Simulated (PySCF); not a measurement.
Input of a PySCF 2.14.0 run:

Contents of run.py:

```python
import json
import numpy as np
from pyscf.pbc import gto, scf, dft, df
from pyscf.pbc.tools import pyscf_ase
from ase.io import read

atoms = read('GaHCl2.xyz')
cell = pyscf_ase.cell_from_ase(atoms)
cell.basis = 'def2-svp'
cell.exp_to_discard = 0
cell.precision = 1e-08
cell.max_memory = 2520  # MB
cell.verbose = 4
cell.build()

res = {}
kpts = cell.make_kpts([1, 1, 1])
mf = dft.KRKS(cell, kpts, xc='pbe0', exxdiv='ewald')
mf = mf.density_fit()
mf.with_df._cderi = 'cderi.h5'  # three-centre integrals saved by an earlier run on this cell, basis and mesh
mf.conv_tol = 1e-08
mf.max_cycle = 60

mf.kernel()
res.update(converged=bool(mf.converged), e_tot=mf.e_tot, nelec=cell.nelectron, nao=cell.nao, mesh=list(map(int, cell.mesh)), a=cell.lattice_vectors().tolist(), coords=cell.atom_coords().tolist(),
           mo_energy=[np.real(x).tolist() for x in mf.mo_energy], mo_occ=[np.real(x).tolist() for x in mf.mo_occ])
import h5py
print('fit functions by k pair:', sorted({v['0'].shape[0] for v in h5py.File(mf.with_df._cderi)['j3c'].values()}))
res.update(kpts=cell.get_scaled_kpts(kpts).tolist())
res['parts'] = {k: float(np.real(v)) for k, v in mf.scf_summary.items() if np.isscalar(v)}
json.dump(res, open('results.json', 'w'))
if not mf.converged:
    raise SystemExit('SCF not converged')

print('levels (eV)')
for i, kp in enumerate(res['kpts'][:40]):
    print('k %7.4f %7.4f %7.4f  ' % tuple(kp), ' '.join('%.3f' % (x * 27.211386) for x in res['mo_energy'][i][:38]))

# Mulliken populations
dm, s = np.asarray(mf.make_rdm1()), np.asarray(mf.get_ovlp())
sites = cell.aoslice_by_atom()[:, 2:]
tot = np.einsum('kij,kji->i', dm, s).real / len(kpts)
res['mulliken'] = [cell.atom_charge(i) - tot[a0:a1].sum() for i, (a0, a1) in enumerate(sites)]
print('Mulliken charges', np.round(res['mulliken'], 5))

from pyscf.pbc.gw.krgw_ac import KRGWAC
gw = KRGWAC(mf, frozen=19)
gw.fc = True
orbs = list(range(30, 36))
gw.kernel(orbs=orbs)
res['orbs'] = orbs
res['qp'] = np.asarray(gw.mo_energy).real.tolist()
res['done'] = True
json.dump(res, open('results.json', 'w'))
```

The input GaHCl2.xyz:

```xyz
4
Lattice="12.0000000000 0.0000000000 0.0000000000 0.0000000000 13.0000000000 0.0000000000 0.0000000000 0.0000000000 11.0000000000" Properties=species:S:1:pos:R:3 pbc="T T T"
Cl     4.5269499600      6.4743000400      4.8494000500
Ga     6.5723499600      6.7174000400      5.3834000000
Cl     7.4990499600      4.9936000400      6.2185999700
H      7.3293500400      8.0483999700      5.1795000400
```

Potentials or basis: def2-svp (all-electron).

Launch:

```sh
$ OMP_NUM_THREADS=2 python -u run.py > log
```

Q: What does it give for the Mulliken charges?

A: Cl -0.23; Ga +0.52; H -0.07 e.

Q: What does it give for the quasiparticle gap?

A: 11.21 eV.

Q: Predict the gap between the frontier levels, mean-field level.

A: 7.43 eV.

Caveat: the basis is small and the box finite, so much correlation energy is missing and levels can be off by tenths of an eV; this is a molecule in a periodic box at the Γ point, so its band gap is the HOMO-LUMO gap; total energy, band gap and charges are those of the mean-field reference; relativity is left out, which matters for the heavier elements; the basis of atomic orbitals isn't converged, which shifts pressures, moduli and gaps.
